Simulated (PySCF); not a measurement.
# The bond of KN, level by level

What are the lowest state that PBE0 finds, the bond length, vibrational wavenumber and bond energy of KN, and how much do these hang on the method?

Method: K def2-SVP, N def2-SVP, no relativity; program: PySCF 2.14.0.

**1. Set-up**

Settings of the job:

* atoms: K, N
* charge: 0
* basis: K def2-SVP, N def2-SVP
* Hamiltonian: no relativity
* basis functions: 38
* electrons treated: 26
* masses in u: 38.9637, 14.0031
* levels: PBE0, PBE, r²SCAN, B2PLYP, B97-3, LDA, LC-ωPBE, HF, MP2, SCS-MP2, CCSD, CCSD(T)
* grid: 80 radial by 434 angular points
* occupations: held fixed by the projection of orbital angular momentum
* dissociation limit: K + N, each in its ground configuration
* starting distance in angstrom: 2.600
* values of 2S to try: 0, 2, 4

Command:

```bash
> OMP_NUM_THREADS=1 python dia.py task.json out
```

The runs that follow: First curve: PBE0; Higher solutions at PBE0; PBE; r²SCAN; B2PLYP (double hybrid); B97-3; LDA; LC-ωPBE; ROHF; Adding correlation.

Before running it: what results should come out? Wanted: for each run, Re; ωe; De; μ.

As calculated:

Lowest PBE0 solution found, without spin–orbit coupling: ³Σ⁻ (triplet), unpaired electrons π ↑↑. State 2 has its PBE0 minimum 0.15 eV higher. State 3 has its PBE0 minimum 0.68 eV higher, as a spin-mixed determinant (⟨S²⟩ = 1.00), so this is no gap between pure states. State 4 has its PBE0 minimum 0.73 eV higher, as a spin-mixed determinant (⟨S²⟩ = 1.00), so this is no gap between pure states. The other levels ran on the lowest alone.

```tsv
level	Re (Å)	ωe (cm⁻¹)	De (eV)	μ (D)
ROHF	2.552	342	-1.10	-9.88
ROHF-MP2	2.579	305	-0.180	n/a
ROHF-SCS-MP2	2.587	298.6	-0.123	n/a
ROHF-CCSD	2.779	150.9	0.009	n/a
ROHF-CCSD(T)	2.842	148.5	0.111	n/a
LDA	2.550	290.9	1.26	-4.38
PBE	2.615	266.8	1.12	-4.68
r²SCAN	2.645	248.3	0.82	-4.47
PBE0	2.611	259.6	0.75	-5.31
B97-3	2.639	247.3	0.80	-5.53
LC-ωPBE	2.519	328	0.69	-8.74
B2PLYP	2.607	255.7	0.55	-4.38
```

De is counted to K + N in their ground configurations. A positive dipole means K(−)N(+). ⟨S²⟩ is off the pure value of 2.00 by over a tenth at LDA 2.27, PBE 2.25, r²SCAN 2.34, PBE0 2.28, B97-3 2.27.

What this shows: Bond lengths run from 2.519 Å (LC-ωPBE) to 2.842 Å (ROHF-CCSD(T)). Among the levels with a De in the table, it runs from -1.10 eV (ROHF) to 1.26 eV (LDA).

Correlated steps freeze 6 core orbitals. B2PLYP dipoles, levels and charges come from its SCF part alone. A negative De means that the minimum lies above the separated atoms at that level. T1 is 0.127 near the minimum (highest on the curve 0.172), which may point to more than one leading configuration.
